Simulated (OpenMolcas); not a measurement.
# V²⁺ among point charges: CASSCF levels and susceptibility

Aim: the splitting of the states of V²⁺ in the field of 6 point charges, its lowest levels with spin-orbit coupling and its magnetic susceptibility.

Program: OpenMolcas 26.06. Level of theory: state-averaged CASSCF, spin-orbit coupling by RASSI with atomic mean-field integrals. These are calculated values, not measurements, unless marked.

1 further run of the same task is left out (it didn't finish).

## Step 1: What is computed

```
Species                           : V²⁺ (vanadium, Z = 23, 21 electrons)
Basis                             : ANO-RCC-VDZP [5s4p2d1f], 34 functions
Scalar Hamiltonian                : DKH2, point nucleus
Inactive shells                   : 1s 2s 2p 3s 3p
Active space                      : 3 electrons in 5 orbitals (3d)
Some configurations of this space : 3d³
Orbitals                          : optimised for each spin and parity, averaged over all roots
```

Outer shells as boxes (Hund's rule):

3d3
```
3d [↑ ][↑ ][↑ ][  ][  ]
```

The ion sits among 6 point charges of -2 e arranged as an octahedron (Oh), 1.63 Å from the ion. The active orbitals were held to one l.

Each step is its own input file, run in one work folder so that later steps find the files of earlier ones. Labels, J, g values, rates, χT and fits are worked out afterwards by a script from the matrices that RASSI stores. The input lists half of the charges; inversion (Group=XYZ) makes the rest.

## Step 2: One- and two-electron integrals

a.inp reads:

```
&GATEWAY
Coord
1

V 0.0 0.0 0.0
Basis=ANO-RCC-VDZP
Group=XYZ
NoMove
AngMom=0.0 0.0 0.0
AMFI
XField
3 Angstrom 0
1.630000 0.000000 0.000000 -2.000000
0.000000 1.630000 0.000000 -2.000000
0.000000 0.000000 1.630000 -2.000000
&SEWARD
```

The run is started by

```bash
$ OMP_NUM_THREADS=1 MOLCAS_MEM=1689 MOLCAS_PROJECT=a pymolcas a.inp > a.log
```

## Step 3: CASSCF: quartets of even parity, 10 roots

a.inp reads:

```
&RASSCF
FileOrb=start.orb
Symmetry=1
Spin=4
nActEl=3 0 0
Inactive=3 6
Ras2=5 0
CIRoot=10 10 1
SDav=10
CIMx=300
Iter=120 100
PrWF=0.3
OrbListing=Nothing
MaxOrb=0
SupSym
1
10 4 5 6 7 8 11 12 13 14 15
0
>>> COPY $Project.JobIph JOB001
```

start.orb holds the contracted functions of the basis, ordered by shell, or the orbitals of the step before.

## Step 4: CASSCF: doublets of even parity, 40 roots

a.inp reads:

```
&RASSCF
FileOrb=start.orb
Symmetry=1
Spin=2
nActEl=3 0 0
Inactive=3 6
Ras2=5 0
CIRoot=40 40 1
SDav=40
CIMx=300
Iter=120 100
PrWF=0.3
OrbListing=Nothing
MaxOrb=0
SupSym
1
10 4 5 6 7 8 11 12 13 14 15
0
>>> COPY $Project.JobIph JOB002
```

## Step 5: State interaction with spin-orbit coupling

a.inp reads:

```
&RASSI
NrOfJobIphs=2 10 40
1 2 3 4 5 6 7 8 9 10
1 2 3 4 5 6 7 8 9 10 11 12 13 14 15 16 17 18 19 20 21 22 23 24 25 26 27
28 29 30 31 32 33 34 35 36 37 38 39 40
IphNames
JOB001
JOB002
EJob
SpinOrbit
DIPRint=1.0
SOCoupling=1000.0
Subsets=2
Property=9
'ANGMOM' 1 'ANGMOM' 2 'ANGMOM' 3 'MLTPL  1' 1 'MLTPL  1' 2 'MLTPL  1' 3
'AMFI' 1 'AMFI' 2 'AMFI' 3
SOProperty=3
'ANGMOM' 1 'ANGMOM' 2 'ANGMOM' 3
```

What does the calculation give? Wanted: spin-free ground state; first state of the same spin within the active space; lowest level; next level.

**Answer**, as computed:

| quantity | value |
| --- | --- |
| method | CASSCF |
| spin-free ground state | 4A2, 1-fold in its orbital part |
| first state of the same spin within the active space | 4T2 at 15000 cm⁻¹ |
| lowest level | 4-fold Γ8 |
| next level | 11494.6 cm⁻¹ |
| χT at 300 K | 1.87 cm³ K/mol |
| effective moment at 300 K | 3.87 μB |

The spin-free ground state (4A2) comes to 100 % from free-ion F terms and keeps the highest spin of the shell. χT at 300 K is 1.87, against 1.88 cm³ K/mol for the spin alone; near agreement at one temperature doesn't show that the orbital moment is quenched. The field of point charges can differ much from that of real complexes. This is an electrostatic model: the charges have no orbitals.
